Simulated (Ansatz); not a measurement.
# LuZn: structure and electronic properties

One table from this session's results is given with a row withheld; the runs are named, their logs left out.

Program: Ansatz 0.2.0. Level of theory: DFT r2SCAN, scalar-relativistic, plane waves, PAW. These are calculated values, not measurements.

## The structure to begin with

The structure is cubic, space group Pm-3m (No. 221). The conventional cell has a = 3.491 Å, b = 3.491 Å, c = 3.491 Å, α = 90.00°, β = 90.00°, γ = 90.00°. Lu (site symmetry m-3m) has 8 Zn at 3.02 Å as nearest neighbours. Around Zn (site symmetry m-3m) lie 8 Lu at 3.02 Å.

As a file:

```
Lu Zn
1.0
     3.49100    0.00000    0.00000
     0.00000    3.49100    0.00000
     0.00000    0.00000    3.49100
Lu Zn
1 1
Direct
  0.00000 0.00000 0.00000
  0.50000 0.50000 0.50000
```

Source of the structure: the Crystallography Open Database.

Set-up of the first run:

(A quick probe on a coarse mesh, which set the mesh and smearing, is not shown.)

File input.yaml:

```yaml
crystal:
  lattice:
    - [3.491, 0.0, 0.0]
    - [0.0, 3.491, 0.0]
    - [0.0, 0.0, 3.491]
  atoms:
    - { symbol: Lu, position: [0.0, 0.0, 0.0] }
    - { symbol: Zn, position: [0.5, 0.5, 0.5] }
basis:
  ecutwfc: 500
kpoints:
  mp_grid: { grid: [12, 12, 12] }
hamiltonian:
  xc: r2scan
scf:
  occupations: { method: gaussian, width: 0.1 }
output:
  forces: true
  stress: true
  eigenvalues: true
relax:
  adjacent_minimum: "off"
  f_tol: 0.005
  max_steps: 80
  cell: { stress_tol: 0.05 }
```

Run with:

```sh
> ansatz run input.yaml --threads 1 --pin off --max-ram 2560MiB --backend cpu --events-out ev --progress --plain --runs-dir out
```

Among the steps run: The relaxation; Bands, states and charges; The cell scaled to 0.97 of its volume; Volume × 1.03; The cell scaled to 0.94 of its volume; Volume × 1.06.

One of the session's tables, all rows but one given; the rest of the session is left out.

It belongs to the step «Fit of the equation of state». 

| volume (Å³/atom) | energy above the lowest point (meV/atom) | pressure (GPa) |
| --- | --- | --- |
| 19.466 | 19.1 | 5.23 |
| 20.087 | 4.5 | 2.41 |
| 20.708 | 0.0 | 0.00 |
| 21.330 | ? | ? |
| 21.951 | 15.6 | -3.84 |

Estimate the missing values for volume (Å³/atom) = 21.330.

Worked estimate for «energy above the lowest point (meV/atom)». A straight line through the neighbours (20.708, 0.0) and (21.951, 15.6) gives 0.0 + (15.6 − 0.0) × (21.330 − 20.708) / (21.951 − 20.708) = 7.8; a parabola fitted to 3 rows on both sides gives 3.7.

The run gave: energy above the lowest point (meV/atom): 4.1; pressure (GPa): -2.07. In «energy above the lowest point (meV/atom)» the line misses by +3.7 and the parabola by -0.4.

Limits of these values: The start is a reported cell, which holds thermal expansion that this zero-temperature run lacks. The projections leave out shells that the potentials don't hold, such as empty d states.
